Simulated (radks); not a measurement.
**Nb²⁺ in [Ar] 3d10 4s2 4p4 4d3 5p2: an all-electron calculation**

An exercise on one series of results from a longer session: the logs are not shown, and one member is left open.

Method: Dirac Kohn-Sham, PBEsol, spin-unpolarised, spherical densities, point nucleus; open shells are shared between the two j in proportion to 2j + 1. Code: radks (a radial shooting solver on a logarithmic mesh, Libxc functionals) version 1.

**What is computed**

| Item | Value |
| --- | --- |
| element | niobium (Z = 41) |
| charge | +2 |
| electrons | 39 |
| configuration | [Ar] 3d10 4s2 4p4 4d3 5p2 |

Outer shells as boxes (Hund's rule):

Nb²⁺
```
[Ar] core
3d [↑↓][↑↓][↑↓][↑↓][↑↓]
4s [↑↓]
4p [↑↓][↑ ][↑ ]
4d [↑ ][↑ ][↑ ][  ][  ]
5p [↑ ][↑ ][  ]
```

The first run:

The run's settings:

```text
Z 41
configuration [Ar] 3d10 4s2 4p4 4d3 5p2
relativity Dirac
functional pbe_sol,pbe_sol
spin unpolarised
j_filling average
nucleus point
c 137.035999084
```

Command:

```bash
python run_ks.py task.json out
```

All runs below come from this command, one after another.

Among the steps run: Self-consistent calculation.

One of the session's tables, all rows but one given; the rest of the session is left out.

It belongs to the step «Shells». Sizes of the orbitals, from the radial functions (bohr):

| level | <r> | outermost maximum (interpolated) | 90 % within | nodes |
| --- | --- | --- | --- | --- |
| 1s1/2 | 0.03611 | 0.0235 | 0.0647 | 0 |
| 2s1/2 | 0.1578 | 0.133 | 0.244 | 1 |
| 2p1/2 | 0.1346 | 0.104 | 0.220 | 0 |
| 2p3/2 | 0.1391 | 0.108 | 0.226 | 0 |
| 3s1/2 | 0.4431 | 0.396 | 0.656 | 2 |
| 3p1/2 | 0.4385 | 0.383 | 0.664 | 1 |
| 3p3/2 | 0.4489 | 0.392 | 0.679 | 1 |
| 3d3/2 | 0.4303 | 0.333 | 0.690 | 0 |
| 3d5/2 | ? | ? | ? | ? |
| 4s1/2 | 1.128 | 1.02 | 1.63 | 3 |
| 4p1/2 | 1.224 | 1.08 | 1.80 | 2 |
| 4p3/2 | 1.250 | 1.11 | 1.84 | 2 |
| 4d3/2 | 1.613 | 1.33 | 2.48 | 1 |
| 4d5/2 | 1.624 | 1.34 | 2.50 | 1 |
| 5p1/2 | 3.191 | 2.90 | 4.58 | 3 |
| 5p3/2 | 3.246 | 2.96 | 4.66 | 3 |

Q: Estimate the row for 3d5/2 from the others.

**Answer.** <r>: 0.4338; outermost maximum (interpolated): 0.335; 90 % within: 0.695; nodes: 0. In the column «<r>» it lies between 3d3/2 (0.4303) and 3p1/2 (0.4385).
